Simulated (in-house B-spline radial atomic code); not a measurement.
# Lu³⁶⁺: binding energies from hole states

Aim: the cost of two holes at once in Lu³⁶⁺, against the sum of the two single holes.

Method: Dirac-Hartree-Fock, average of configuration, Fermi nucleus, basis-set limit. Code: in-house B-spline radial atomic code version 1.

## 1. Starting point

| Item | Value |
| --- | --- |
| element | lutetium (Z = 71) |
| charge | +36 |
| electrons | 35 |
| configuration | [Ar] 3d10 4s2 4p5 |
| Hamiltonian | Dirac-Coulomb |
| nucleus | Fermi, rms radius 5.370 fm |

The outer shells:

[Ar] 3d10 4s2 4p5
```
[Ar] core
3d [↑↓][↑↓][↑↓][↑↓][↑↓]
4s [↑↓]
4p [↑↓][↑↓][↑ ]
```

The boxes draw the filling by Hund's rule, which heavy ions in jj coupling don't follow; these runs average over all states of the configuration.

Settings, as recorded:

```ini
Z = 71
electrons = 35.0
configuration = [Ar] 3d10 4s2 4p5
hamiltonian = dirac
method = hf
spin_polarised = False
nucleus = fermi
rms_radius = 5.37
mass_number = 175
atomic_mass = 174.940777211
speed_of_light = 137.035999084
```

This reference run was done before. Its total energy is -13819.817385 hartree, and its levels are (the highest eight at most):

| orbital | occupation | energy (eV) | <r> (bohr) |
| --- | --- | --- | --- |
| 3s1/2 | 2 | -4027.08 | 0.2089 |
| 3p1/2 | 2 | -3799.35 | 0.1991 |
| 3p3/2 | 4 | -3549.08 | 0.2123 |
| 3d3/2 | 4 | -3172.55 | 0.1862 |
| 3d5/2 | 6 | -3118.26 | 0.1903 |
| 4s1/2 | 2 | -1822.23 | 0.4285 |
| 4p1/2 | 1.66667 | -1720.98 | 0.4266 |
| 4p3/2 | 3.33333 | -1644.84 | 0.4462 |

Single holes known from earlier runs (ΔSCF): 1s 65195.1 eV, 2s 12489.9 eV, 2p1/2 11963.5 eV, 3p3/2 3544.18 eV, 4s 1821.63 eV.

## 2. The 2s and 3p3/2 holes

In configurations, a minus sign after the shell means j = l − 1/2 and a plus sign j = l + 1/2; the count of electrons follows.

Settings, as recorded:

```ini
Z = 71
electrons = 33.0
configuration = 1s2 2s1 2p6 3s2 3p-2 3p+3 3d10 4s2 4p5
hamiltonian = dirac
method = hf
spin_polarised = False
nucleus = fermi
rms_radius = 5.37
mass_number = 175
atomic_mass = 174.940777211
speed_of_light = 137.035999084
```

## 3. The 1s and 1s holes

Changes to the settings of step 2:

```diff
@@ -2,3 +2,3 @@
 electrons = 33.0
-configuration = 1s2 2s1 2p6 3s2 3p-2 3p+3 3d10 4s2 4p5
+configuration = 2s2 2p6 3s2 3p6 3d10 4s2 4p5
 hamiltonian = dirac
```

## 4. The 2p1/2 and 4s holes

Changes to the settings of step 3:

```diff
@@ -2,3 +2,3 @@
 electrons = 33.0
-configuration = 2s2 2p6 3s2 3p6 3d10 4s2 4p5
+configuration = 1s2 2s2 2p-1 2p+4 3s2 3p6 3d10 4s1 4p5
 hamiltonian = dirac
```

## 5. The 1s and 2s holes

Changes to the settings of step 4:

```diff
@@ -2,3 +2,3 @@
 electrons = 33.0
-configuration = 1s2 2s2 2p-1 2p+4 3s2 3p6 3d10 4s1 4p5
+configuration = 1s1 2s1 2p6 3s2 3p6 3d10 4s2 4p5
 hamiltonian = dirac
```

What does each hole state cost in eV, and how does that compare with the orbital energies or single holes?

**Answer**, as computed:

| two holes | ΔSCF (eV) | less the two single holes (eV) |
| --- | --- | --- |
| 2s and 3p3/2 | 16164.3 | 130.20 |
| 1s and 1s | 131620.6 | 1230.45 |
| 2p1/2 and 4s | 13859.7 | 74.51 |
| 1s and 2s | 78011.3 | 326.29 |

Two holes cost more than the sum of each, because the second electron leaves a more charged ion. The excess runs from 74.5 eV (2p1/2 and 4s) to 1230.5 eV (1s and 1s); it tends to be largest where both holes are compact. Two partly filled shells share a symmetry and can mix in the average, which may lower the energy, in these hole states: 2s and 3p3/2; 2p1/2 and 4s; 1s and 2s; 2p1/2; 3p3/2. Values are for the free ion, measured from the vacuum level.
